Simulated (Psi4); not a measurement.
# One shape, several levels: GaCl (SMILES [Cl][Ga])

We compute a comparison of 6 runs (HF/STO-3G, HF/6-31G, HF/def2-TZVPPD, PBE0/6-31G*, PBE0/def2-SVP, PBEh-3c/def2-mSVP) of GaCl. 

The results are computed with Psi4 1.11.

21 further runs of the same task are left out: 6 for a known fault of the program, 11 that didn't finish, 4 set aside as unsound or not needed.

## 1. The structure to begin with

GaCl: 2 atoms, total charge 0, spin state singlet. As SMILES, `[Cl][Ga]`. The shape comes from GFN2-xTB, which is rough for such elements, and wasn't checked as a minimum.

Bond lengths: Cl1–Ga2 2.169 Å.

## 2. A single-point energy at HF/STO-3G (run 1)

File clga.py:

```python
import psi4

psi4.set_memory('1600 MB')
psi4.set_num_threads(1)
psi4.core.set_output_file('clga.out', False)

m = psi4.geometry("""
Cl     0.000000     0.000000     0.000000
Ga     0.000000     0.000000     2.168600
symmetry c1
no_reorient
no_com
""")

psi4.set_options(dict(basis='STO-3G', puream=True, e_convergence=1e-09, d_convergence=1e-08, scf_type='pk'))

E, wfn = psi4.energy("scf", return_wfn=True)
psi4.oeprop(wfn, "LOWDIN_CHARGES", "WIBERG_LOWDIN_INDICES", "DIPOLE")
print(f'scf energy: {E:.10f} Eh')
for k, v in sorted(psi4.core.scalar_variables().items()):
    print(f'{k:45s} {v:18.10f}')
```

Started as:

```
python clga.py
```

clga.out:

```text
[...]
  Running in c1 symmetry.
[...]
  Nuclear repulsion =  128.597431533288756
[...]
  Multiplicity = 1
[...]
  Nalpha       = 24
  Nbeta        = 24
[...]
    Number of basis functions: 27
[...]
   @RHF iter   1: -2355.04781614074363   -2.65766e+00   2.72743e-02 DIIS/ADIIS
[...]
   @RHF iter  22: -2355.47792998770683   -9.41327e-11   2.40196e-09 DIIS
[...]
    Orbital Energies [Eh]
    ---------------------
    Doubly Occupied:
       1A   -374.550536     2A   -103.606862     3A    -46.623141
       4A    -41.841408     5A    -41.839241     6A    -41.839241
       7A    -10.301660     8A     -7.744191     9A     -7.740621
      10A     -7.740621    11A     -5.747440    12A     -3.890164
      13A     -3.890164    14A     -3.889808    15A     -0.971409
      16A     -0.472993    17A     -0.378033    18A     -0.378033
      19A     -0.295154    20A     -0.295154    21A     -0.294029
      22A     -0.276864    23A     -0.276864    24A     -0.253701
[...]
  @RHF Final Energy: -2355.47792998770683
   => Energetics <=
    Nuclear Repulsion Energy =            128.5974315332887556
    One-Electron Energy =               -3557.8760561620551925
    Two-Electron Energy =                1073.8006946410596356
    Total Energy =                      -2355.4779299877068297
[...]
 Multipole Moments:
 ------------------------------------------------------------------------------------
     Multipole            Electronic (a.u.)      Nuclear  (a.u.)        Total (a.u.)
 ------------------------------------------------------------------------------------
 L = 1.  Multiply by 2.5417464519 to convert [e a0] to [Debye]
 Dipole X            :          0.0000000            0.0000000            0.0000000
 Dipole Y            :         -0.0000000            0.0000000           -0.0000000
 Dipole Z            :       -126.2286601          127.0398623            0.8112022
 Magnitude           :                                                    0.8112022
[...]
```

On the terminal:

```text
scf energy: -2355.4779299877 Eh
CURRENT ENERGY                                  -2355.4779299877
CURRENT REFERENCE ENERGY                        -2355.4779299877
DD SOLVATION ENERGY                                 0.0000000000
HF KINETIC ENERGY                                2345.2413244678
HF POTENTIAL ENERGY                             -4700.7192544555
HF TOTAL ENERGY                                 -2355.4779299877
HF VIRIAL RATIO                                     2.0043648410
NUCLEAR REPULSION ENERGY                          128.5974315333
ONE-ELECTRON ENERGY                             -3557.8760561621
PCM POLARIZATION ENERGY                             0.0000000000
PE ENERGY                                           0.0000000000
SCF ITERATION ENERGY                            -2355.4779299877
SCF ITERATIONS                                     22.0000000000
SCF TOTAL ENERGY                                -2355.4779299877
TWO-ELECTRON ENERGY                              1073.8006946411
```

Wall time 2.1 s (1 thread of Intel Xeon Platinum 8375C at 2.90GHz (Ice Lake), shared host); peak memory 0.2 GiB.

## 3. Energy and forces at HF/6-31G (run 2)

File calc.py:

```python
import psi4

psi4.set_memory(1600000000)
psi4.set_num_threads(1)
psi4.set_output_file('output.dat', False)

geom = psi4.geometry("""
Cl     0.000000     0.000000     0.000000
Ga     0.000000     0.000000     2.168600
units angstrom
symmetry c1
""")

options = {'puream': True, 'e_convergence': 1e-09, 'd_convergence': 1e-08, 'scf_type': 'pk'}
psi4.set_options(options)

E = psi4.gradient('scf/6-31G')
print('gradient / Eh bohr^-1')
print(E.np.round(6))
```

Started as:

```
python calc.py
```

output.dat:

```text
[...]
  Running in c1 symmetry.
[...]
  Nuclear repulsion =  128.597431533288756
[...]
  Multiplicity = 1
[...]
  Nalpha       = 24
  Nbeta        = 24
[...]
    Number of basis functions: 40
[...]
   @RHF iter   1: -2381.16057441045587   -3.35092e+00   6.22230e-02 DIIS/ADIIS
[...]
   @RHF iter  10: -2382.45556759815372   -9.09495e-13   4.29100e-09 DIIS
[...]
    Orbital Energies [Eh]
    ---------------------
    Doubly Occupied:
       1A   -378.813363     2A   -104.781804     3A    -48.188991
       4A    -42.517732     5A    -42.517732     6A    -42.517075
       7A    -10.524886     8A     -7.992674     9A     -7.989859
      10A     -7.989859    11A     -6.411725    12A     -4.501850
      13A     -4.501850    14A     -4.500407    15A     -1.198274
      16A     -1.193680    17A     -1.193680    18A     -1.191480
      19A     -1.191480    20A     -1.058775    21A     -0.546161
      22A     -0.450016    23A     -0.450016    24A     -0.350172
[...]
  @RHF Final Energy: -2382.45556759815372
   => Energetics <=
    Nuclear Repulsion Energy =            128.5974315332887556
    One-Electron Energy =               -3576.9589150883443835
    Two-Electron Energy =                1065.9059159569021631
    Total Energy =                      -2382.4555675981537206
[...]
 Multipole Moments:
 ------------------------------------------------------------------------------------
     Multipole            Electronic (a.u.)      Nuclear  (a.u.)        Total (a.u.)
 ------------------------------------------------------------------------------------
 L = 1.  Multiply by 2.5417464519 to convert [e a0] to [Debye]
 Dipole X            :          0.0000000            0.0000000            0.0000000
 Dipole Y            :         -0.0000000            0.0000000           -0.0000000
 Dipole Z            :          4.6731647           -3.4592921            1.2138726
 Magnitude           :                                                    1.2138726
[...]
  -Total Gradient:
     Atom            X                  Y                   Z
    ------   -----------------  -----------------  -----------------
       1       -0.000000000000     0.000000000000     0.039351490828
       2        0.000000000000    -0.000000000000    -0.039351490807
[...]
```

The script printed:

```text
gradient / Eh bohr^-1
[[-0.        0.        0.039351]
 [ 0.       -0.       -0.039351]]
```

It took 3.9 s on 1 thread of Intel Xeon Platinum 8375C at 2.90GHz (Ice Lake), shared host; peak memory 0.21 GiB.

Run 3 isn't shown in full; the table further down has it.

## 4. Energy and gradient at PBE0/6-31G(d) (spherical functions) (run 4)

File clga.xyz:

```xyz
2
ClGa
Cl     0.000000     0.000000     0.000000
Ga     0.000000     0.000000     2.168600
```

File run.py:

```python
import psi4

psi4.set_memory(1600000000)
psi4.set_num_threads(1)
psi4.set_output_file('clga.out', False)

with open('clga.xyz') as f:
    atoms = ''.join(f.readlines()[2:])
molecule = psi4.geometry('0 1\n' + atoms + 'symmetry c1')

psi4.set_options({
    'basis': '6-31G*',
    'puream': True,
    'e_convergence': 1e-09,
    'd_convergence': 1e-08,
    'scf_type': 'pk',
    'dft_radial_points': 99,
    'dft_spherical_points': 590,
})

e, wfn = psi4.gradient('pbe0', return_wfn=True)
psi4.oeprop(wfn, 'QUADRUPOLE', 'MULLIKEN_CHARGES', 'WIBERG_LOWDIN_INDICES', title='PBE0')
print('gradient / Eh bohr^-1')
print(e.np.round(6))
print(f'energy = {wfn.energy():.10f} Eh')
```

Started as:

```
python run.py
```

clga.out:

```text
[...]
  Running in c1 symmetry.
[...]
  Nuclear repulsion =  128.597431533288756
[...]
  Multiplicity = 1
[...]
  Nalpha       = 24
  Nbeta        = 24
[...]
    Number of basis functions: 50
[...]
   @RKS iter   1: -2382.59660239169034   -1.91755e+00   5.78433e-02 ADIIS/DIIS
[...]
   @RKS iter  11: -2384.41757253392461   -8.18545e-12   8.00963e-09 DIIS
[...]
    Orbital Energies [Eh]
    ---------------------
    Doubly Occupied:
       1A   -372.924913     2A   -101.671918     3A    -46.100880
       4A    -40.816557     5A    -40.816557     6A    -40.814856
       7A     -9.503910     8A     -7.234387     9A     -7.231679
      10A     -7.231679    11A     -5.603351    12A     -3.869123
      13A     -3.869123    14A     -3.864246    15A     -0.883554
      16A     -0.875476    17A     -0.875476    18A     -0.872013
      19A     -0.872013    20A     -0.805427    21A     -0.432168
      22A     -0.330528    23A     -0.330528    24A     -0.274563
[...]
  @RKS Final Energy: -2384.41757253392461
   => Energetics <=
    Nuclear Repulsion Energy =            128.5974315332887556
    One-Electron Energy =               -3575.3521979072747854
    Two-Electron Energy =                1139.9875513107001552
    DFT Exchange-Correlation Energy =     -77.6503574706386246
    Empirical Dispersion Energy =           0.0000000000000000
    VV10 Nonlocal Energy =                  0.0000000000000000
    Total Energy =                      -2384.4175725339246128
[...]
  -Total Gradient:
     Atom            X                  Y                   Z
    ------   -----------------  -----------------  -----------------
       1       -0.000000000000    -0.000000000000     0.015342656990
       2        0.000000000001    -0.000000000000    -0.015347778269
[...]
 Multipole Moments:
 ------------------------------------------------------------------------------------
     Multipole            Electronic (a.u.)      Nuclear  (a.u.)        Total (a.u.)
 ------------------------------------------------------------------------------------
 L = 1.  Multiply by 2.5417464519 to convert [e a0] to [Debye]
 Dipole X            :         -0.0000000            0.0000000           -0.0000000
 Dipole Y            :         -0.0000000            0.0000000           -0.0000000
 Dipole Z            :          4.2537445           -3.4592921            0.7944524
 Magnitude           :                                                    0.7944524
 L = 2.  Multiply by 1.3450342976 to convert [e a0^2] to [Debye ang]
 Quadrupole XX       :        -20.3464597            0.0000000          -20.3464597
 Quadrupole XY       :         -0.0000000            0.0000000           -0.0000000
[...]
  Mulliken Charges: (a.u.)
   Center  Symbol    Alpha    Beta     Spin     Total
       1    CL     8.60351  8.60351  0.00000 -0.20703
       2    GA    15.39649 15.39649  0.00000  0.20703
   Total alpha = 24.00000, Total beta = 24.00000, Total charge = -0.00000
  Wiberg Bond Indices using Orthogonal Lowdin Orbitals:
[...]
```

Standard output:

```text
gradient / Eh bohr^-1
[[-0.       -0.        0.015343]
 [ 0.       -0.       -0.015348]]
energy = -2384.4175725339 Eh
```

It took 6.9 s on 1 thread of Intel Xeon Platinum 8375C at 2.90GHz (Ice Lake), shared host; peak memory 0.35 GiB.

Run 5 isn't shown in full; the table further down has it.

## 5. Energy and gradient at PBEh-3c/def2-mSVP (density fitting) (run 6)

File clga.json:

```json
{
  "schema_name": "qcschema_input",
  "schema_version": 1,
  "molecule": {
    "schema_name": "qcschema_molecule",
    "schema_version": 2,
    "symbols": ["Cl", "Ga"],
    "geometry": [0.0, 0.0, 0.0, 0.0, 0.0, 4.09806007],
    "molecular_charge": 0,
    "molecular_multiplicity": 1,
    "fix_symmetry": "c1",
    "fix_com": true,
    "fix_orientation": true
  },
  "driver": "gradient",
  "model": {
    "method": "pbeh-3c",
    "basis": "(auto)"
  },
  "keywords": {
    "puream": true
  }
}
```

Started as:

```
psi4 --qcschema clga.json -n 1 --memory 1600MB
```

stdout:

```text
[...]
  Running in c1 symmetry.
[...]
  Nuclear repulsion =  128.597431711146214
[...]
  Multiplicity = 1
[...]
  Nalpha       = 24
  Nbeta        = 24
[...]
    Number of basis functions: 50
[...]
   @DF-RKS iter   1: -2382.08336468651805   -2.40560e+00   4.73988e-02 DIIS/ADIIS
[...]
   @DF-RKS iter  11: -2383.64268795942235   -4.54747e-12   6.01875e-09 DIIS
[...]
    Orbital Energies [Eh]
    ---------------------
    Doubly Occupied:
       1A   -374.045640     2A   -102.270924     3A    -46.525056
       4A    -41.171137     5A    -41.171137     6A    -41.169568
       7A     -9.738755     8A     -7.422439     9A     -7.419925
      10A     -7.419925    11A     -5.772031    12A     -4.004147
      13A     -4.004147    14A     -3.999385    15A     -0.968302
      16A     -0.962841    17A     -0.962838    18A     -0.959214
      19A     -0.959214    20A     -0.867618    21A     -0.465394
      22A     -0.364175    23A     -0.364175    24A     -0.298636
[...]
  @DF-RKS Final Energy: -2383.64268795942235
   => Energetics <=
    Nuclear Repulsion Energy =            128.5974317111462142
    One-Electron Energy =               -3576.3775810876268224
    Two-Electron Energy =                1123.9761075438273110
    DFT Exchange-Correlation Energy =     -59.8392160438757301
    Empirical Dispersion Energy =           0.0005699171065689
    VV10 Nonlocal Energy =                  0.0000000000000000
    Total Energy =                      -2383.6426879594223465
[...]
 Multipole Moments:
 ------------------------------------------------------------------------------------
     Multipole            Electronic (a.u.)      Nuclear  (a.u.)        Total (a.u.)
 ------------------------------------------------------------------------------------
 L = 1.  Multiply by 2.5417464519 to convert [e a0] to [Debye]
 Dipole X            :         -0.0000000            0.0000000           -0.0000000
 Dipole Y            :          0.0000000            0.0000000            0.0000000
 Dipole Z            :       -126.3207007          127.0398622            0.7191615
 Magnitude           :                                                    0.7191615
[...]
  -Total Gradient:
     Atom            X                  Y                   Z
    ------   -----------------  -----------------  -----------------
       1        0.000000000000     0.000000000000     0.009259576501
       2        0.000000000000    -0.000000000000    -0.009196912494
[...]
```

The result, in JSON:

```text
{
 "driver": "gradient",
 "model": {
  "method": "pbeh-3c",
  "basis": "(auto)"
 },
 "success": true,
 "return_result": [1.0711738504296187e-13, 2.707967905387752e-13, 0.009259576501077551, 2.1673995892176863e-13, -4.787769511321873e-13, -0.009196912494048633],
 "properties": {
  "calcinfo_nbasis": 50,
  "calcinfo_nmo": 50,
  "calcinfo_nalpha": 24,
  "calcinfo_nbeta": 24,
  "calcinfo_natom": 2,
  "nuclear_repulsion_energy": 128.5974317111462,
  "return_energy": -2383.6426879594223,
  "return_gradient": [1.0711738504296187e-13, 2.707967905387752e-13, 0.009259576501077551, 2.1673995892176863e-13, -4.787769511321873e-13, -0.009196912494048633],
  "scf_one_electron_energy": -3576.377581087627,
  "scf_two_electron_energy": 1123.9761075438273,
  "scf_xc_energy": -59.83921604387573,
  "scf_dispersion_correction_energy": -0.0004620056934310751,
  "scf_dipole_moment": [-2.5261635870945303e-13, 3.3735980581724493e-12, 0.7191614698131161],
  "scf_total_energy": -2383.6426879594223,
  "scf_total_gradient": [1.0711738504296187e-13, 2.707967905387752e-13, 0.009259576501077551, 2.1673995892176863e-13, -4.787769511321873e-13, -0.009196912494048633],
  "scf_iterations": 11
 }
}
```

It took 4.8 s on 1 thread of Intel Xeon Platinum 8375C at 2.90GHz (Ice Lake), shared host; peak memory 0.27 GiB.

## 6. All runs side by side

| run | level | task | integrals | energy (Eh) | dipole moment (D) | HOMO energy (eV) | LUMO energy (eV) | wall time |
| --- | --- | --- | --- | --- | --- | --- | --- | --- |
| 1 | HF/STO-3G | energy | pk | -2355.477930 | 2.06 | -6.90 | 4.39 | 2.1 s |
| 2 | HF/6-31G | gradient | pk | -2382.455568 | 3.09 | -9.53 | 0.68 | 3.9 s |
| 3 | HF/def2-TZVPPD (Cholesky decomposition) | energy | cd | -2382.832757 | 2.03 | -9.46 | 0.87 | 6.6 s |
| 4 | PBE0/6-31G* (spherical functions) | gradient | pk | -2384.417573 | 2.02 | -7.47 | -1.66 | 6.9 s |
| 5 | PBE0/def2-SVP | energy | pk | -2384.321381 | 1.71 | -7.32 | -1.51 | 4.5 s |
| 6 | PBEh-3c/def2-mSVP (density fitting) | gradient | df | -2383.642688 | 1.83 | -8.13 | -1.15 | 4.8 s |

## 7. Outcome

```
                       quantity           value
            run 6: total energy  -2383.64269 Eh
           run 6: dipole moment          1.83 D
             run 6: HOMO energy        -8.13 eV
             run 6: LUMO energy        -1.15 eV
           run 6: HOMO–LUMO gap         6.97 eV
run 6: largest force on an atom      0.476 eV/Å
```

The dipole moment (its size) runs from 1.71 D (PBE0/def2-SVP) to 3.09 D (HF/6-31G). The two ends differ in method and basis. The HOMO–LUMO gap runs from 5.81 eV (PBE0/def2-SVP) to 11.30 eV (HF/STO-3G). Totals of different functionals can't be ranked against each other. In run 1 the basis is minimal, so the values are rough. All runs together took 29 s, the longest 6.9 s.
